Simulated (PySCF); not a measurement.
# SeNCl₃: structure of the singlet

Aim: relax SeNCl₃ as a singlet from a B3LYP minimum start, check by its vibrations whether the end is a minimum, and collect its spectrum and constants.

The runs use PySCF 2.14.0; B3LYP, basis Se def2-SVP, N def2-SVP, Cl def2-SVP, no relativity, density fitting.

## 1. The system as given

5 atoms, charge 0, spin multiplicity 1.

Bond lengths: Se1–N2 1.596 Å, Se1–Cl3 2.269 Å, Se1–Cl4 2.269 Å, Se1–Cl5 2.269 Å. Angles: N2–Se1–Cl3 121.1°, N2–Se1–Cl4 121.1°, N2–Se1–Cl5 121.1°, Cl3–Se1–Cl4 95.7°, Cl3–Se1–Cl5 95.7°, Cl4–Se1–Cl5 95.7°.

```xyz
5
charge 0 multiplicity 1
Se    0.0000   -0.4128   -0.2920
N     0.0000   -1.7155   -1.2134
Cl    1.6826   -0.0175    1.1775
Cl   -1.6826   -0.0175    1.1775
Cl    0.0000    1.6654   -1.2017
```

## 2. Finding the electronic state

One driver script runs all steps and calls PySCF; scf.py shows how it sets up the SCF of each step. The optimiser is the driver's own. After this first run the driver tries any further starts and a stability analysis.

scf.py

```python
from pyscf import gto, scf, dft
mol = gto.M(atom='''
Se    -0.000000    -0.412785    -0.291974
N     -0.000000    -1.715482    -1.213406
Cl     1.682557    -0.017475     1.177510
Cl    -1.682557    -0.017475     1.177510
Cl    -0.000000     1.665430    -1.201738''',
    basis={'Se': 'def2-SVP', 'N': 'def2-SVP', 'Cl': 'def2-SVP'},
    charge=0, spin=0)
mf = dft.RKS(mol, xc='B3LYP')
mf.grids.atom_grid = (50, 194)
aux = {'Se': 'def2-universal-JKFIT', 'N': 'def2-universal-JKFIT', 'Cl': 'def2-universal-JKFIT'}
mf = mf.density_fit(auxbasis=aux)
mf.conv_tol = 1e-08
mf.diis_space = 10
mf.max_cycle = 60
mf.init_guess = 'minao'
mf.verbose = 4
mf.kernel()
```

Run with:

```bash
OMP_NUM_THREADS=2 python axn.py task.json out
```

The program printed:

```text
init E= -3835.70460063589
  HOMO = -0.314441145521805  LUMO = -0.214081587954044  gap/eV = 2.73092
cycle= 1 E= -3835.88094310188  delta_E= -0.176  |g|= 0.843  |ddm|= 2.82
  HOMO = -0.314132138551294  LUMO = -0.241953239445258  gap/eV = 1.96409
cycle= 2 E= -3834.71790079739  delta_E= 1.16  |g|= 2.29  |ddm|= 3.18
  HOMO = -0.310126546443529  LUMO = -0.20702155948546  gap/eV = 2.80563
cycle= 3 E= -3835.85344272247  delta_E= -1.14  |g|= 0.84  |ddm|= 2.75
  HOMO = -0.310532128802552  LUMO = -0.199314943253979  gap/eV = 3.02637
cycle= 4 E= -3836.05558532643  delta_E= -0.202  |g|= 0.0359  |ddm|= 0.881
  HOMO = -0.315313618146034  LUMO = -0.203451017669197  gap/eV = 3.04394
cycle= 5 E= -3836.05581206555  delta_E= -0.000227  |g|= 0.0196  |ddm|= 0.0637
  HOMO = -0.313751755940019  LUMO = -0.200750751345322  gap/eV = 3.07491
cycle= 6 E= -3836.05590279194  delta_E= -9.07e-05  |g|= 0.0058  |ddm|= 0.0212
  HOMO = -0.314090722952962  LUMO = -0.200816769141084  gap/eV = 3.08234
cycle= 7 E= -3836.05591235809  delta_E= -9.57e-06  |g|= 0.00105  |ddm|= 0.00642
  HOMO = -0.314128265460775  LUMO = -0.200821938819059  gap/eV = 3.08322
cycle= 8 E= -3836.05591263181  delta_E= -2.74e-07  |g|= 0.000184  |ddm|= 0.00131
  HOMO = -0.314115772104609  LUMO = -0.200820949373832  gap/eV = 3.08291
cycle= 9 E= -3836.05591263905  delta_E= -7.24e-09  |g|= 3.17e-05  |ddm|= 0.000245
  HOMO = -0.314114395270921  LUMO = -0.200818922190796  gap/eV = 3.08293
Extra cycle  E= -3836.05591263813  delta_E= 9.2e-10  |g|= 6.87e-05  |ddm|= 0.00013
converged SCF energy = -3836.05591263813
```

This step, with its further starts and checks, took 7.7 s on 2 threads of Arm Neoverse N1, shared host.

No lower closed-shell solution turned up in the test of internal stability.

## 3. B3LYP minimum start, singlet: relaxation

The program finds C3v symmetry in the start, which this walk keeps. The walk stops when the largest gradient is under 0.0003 Eh/bohr and the energy has settled too.

scf.py: that of step 2 with these lines changed.

```diff
@@ -3,5 +3,5 @@
-Se    -0.000000    -0.412785    -0.291974
-N     -0.000000    -1.715482    -1.213406
-Cl     1.682557    -0.017475     1.177510
-Cl    -1.682557    -0.017475     1.177510
-Cl    -0.000000     1.665430    -1.201738''',
+Se     0.000000    -0.412814    -0.291994
+N      0.000000    -1.715510    -1.213426
+Cl     1.682557    -0.017503     1.177490
+Cl    -1.682557    -0.017503     1.177490
+Cl     0.000000     1.665402    -1.201758''',
@@ -17 +16,0 @@
-mf.init_guess = 'minao'
```

Energy and gradient, step by step:

| step | energy (Eh) | change (kJ/mol) | largest symmetric gradient (Eh/bohr) |
| --- | --- | --- | --- |
| 0 | -3836.055913 | 0.00 | 0.00004 |

The walk took 3.7 s.

Geometry (Å) and forces (eV/Å) at some steps:

```
step 0
Se   0.000  -0.413  -0.292   0.000  -0.013   0.019
N    0.000  -1.716  -1.213   0.000   0.007  -0.006
Cl   1.683  -0.018   1.177   0.001   0.002  -0.007
Cl  -1.683  -0.018   1.177  -0.001   0.002  -0.007
Cl   0.000   1.665  -1.202   0.000   0.001   0.001
```

End point (C3v, 0 steps, 0.0 kJ/mol gained): Se–Cl 2.269 Å (×3), Se–N 1.596 Å; Cl–Se–Cl 95.7° (×3), Cl–Se–N 121.1° (×3).

## 4. Vibrations and properties at this point

On the finer grid the gradient is checked again; gradients at displacements of ±0.02 bohr then give force constants and infrared intensities.

scf.py: that of step 3 with these lines changed.

```diff
@@ -3,5 +3,5 @@
-Se     0.000000    -0.412814    -0.291994
-N      0.000000    -1.715510    -1.213426
-Cl     1.682557    -0.017503     1.177490
-Cl    -1.682557    -0.017503     1.177490
-Cl     0.000000     1.665402    -1.201758''',
+Se    -0.000000    -0.412828    -0.292004
+N     -0.000000    -1.715441    -1.213377
+Cl     1.682661    -0.017556     1.177526
+Cl    -1.682661    -0.017556     1.177526
+Cl    -0.000000     1.665453    -1.201869''',
@@ -11 +11 @@
-mf.grids.atom_grid = (50, 194)
+mf.grids.atom_grid = (75, 302)
@@ -14 +14 @@
-mf.conv_tol = 1e-08
+mf.conv_tol = 1e-10
```

The driver hands on the density of the step before, so the log starts near convergence.

SCF at the final geometry:

```text
init E= -3836.05596604391
  HOMO = -0.314139507025877  LUMO = -0.200849260508779  gap/eV = 3.08278
cycle= 1 E= -3836.0559660439  delta_E= 1.36e-11  |g|= 9.35e-06  |ddm|= 1.36e-05
  HOMO = -0.314137099434207  LUMO = -0.200848878491832  gap/eV = 3.08273
Extra cycle  E= -3836.05596604357  delta_E= 3.27e-10  |g|= 3.58e-05  |ddm|= 4.54e-05
converged SCF energy = -3836.05596604357
```

The whole step took 79 s.

Geometry: C3v; Se–Cl 2.269 Å (×3), Se–N 1.596 Å; Cl–Se–Cl 95.7° (×3), Cl–Se–N 121.1° (×3).

Harmonic modes (main isotopes):

| symmetry | ω (cm⁻¹) | IR (km/mol) | μ (u) | type |
| --- | --- | --- | --- | --- |
| e | 130 | 0.2 | 33.76 | bend |
| a1 | 177 | 1.7 | 37.21 | bend |
| e | 208 | 1.0 | 18.14 | bend |
| e | 323 | 192 | 41.42 | mixed |
| a1 | 325 | 22.2 | 37.07 | stretch |
| a1 | 1114 | 14.6 | 16.10 | stretch |

No imaginary mode, so this is a minimum.

Constants and moments:

```yaml
Dipole_moment: 1.29 D
Highest_occupied_level: -8.55 eV
Lowest_empty_level: -5.47 eV
Rotational_constants: 0.05159, 0.05159, 0.04257 cm⁻¹
Zero-point_energy: 17.6 kJ/mol
Principal_polarisabilities: 68.0, 71.7, 71.7 bohr³
Atomisation_energy_without_zero-point_energy: 709 kJ/mol
Principal_traceless_quadrupole_moments_about_the_centre_of_mass: -5.34, 2.67, 2.67 D Å
Entropy_at_298.15_K_and_1_bar: 355.4 J/(mol K)
Heat_capacity_Cp_at_298.15_K: 94.0 J/(mol K)
Enthalpy_at_298.15_K_above_0_K: 21.07 kJ/mol
Rotational_symmetry_number: 3
```

Charges (e) and bond orders:

| atom | Mulliken | Löwdin | polar tensor | Mayer order to Se1 |
| --- | --- | --- | --- | --- |
| Se1 | 0.66 | 0.60 | 1.67 | – |
| N2 | -0.28 | -0.38 | -0.34 | 2.23 |
| Cl3,4,5 | -0.13 | -0.07 | -0.44 | 0.74 |

Outer orbital energies (eV). occupied: -10.04, -10.04, -9.91, -9.42, -9.42, -9.23, -8.55, -8.55; empty: -5.47, -2.35, -2.35, 0.61.

Mulliken populations on Se1: s 7.65, p 15.21, d 10.48.

## 5. Would spin polarisation lower it?

At the lowest minimum the closed shell is tested against spin polarisation, on the (50, 194) grid. It is stable.

## 6. Results

```
                                 quantity                                                                       value
                                  minimum                                                                singlet, C3v
                                 geometry  Se–Cl 2.269 Å (×3), Se–N 1.596 Å; Cl–Se–Cl 95.7° (×3), Cl–Se–N 121.1° (×3)
                       wavenumbers (cm⁻¹)                    130 (e), 177 (a1), 208 (e), 323 (e), 325 (a1), 1114 (a1)
                            dipole moment                                                                      1.29 D
     highest occupied, lowest empty level                                                             -8.55, -5.47 eV
               polar-tensor charge of Se1                                                                     +1.67 e
                        zero-point energy                                                                 17.6 kJ/mol
                      entropy at 298.15 K                                                             355.4 J/(mol K)
atomisation energy (no zero-point energy)                                                                  709 kJ/mol
```

What this shows: The B3LYP minimum start keeps its C3v symmetry and ends in a minimum. In the infrared the band at 323 cm⁻¹ (e, mixed) leads. Other starts or spin states, not run here, may lie lower.

The search up to here took 98 s on 2 threads of Arm Neoverse N1, shared host.
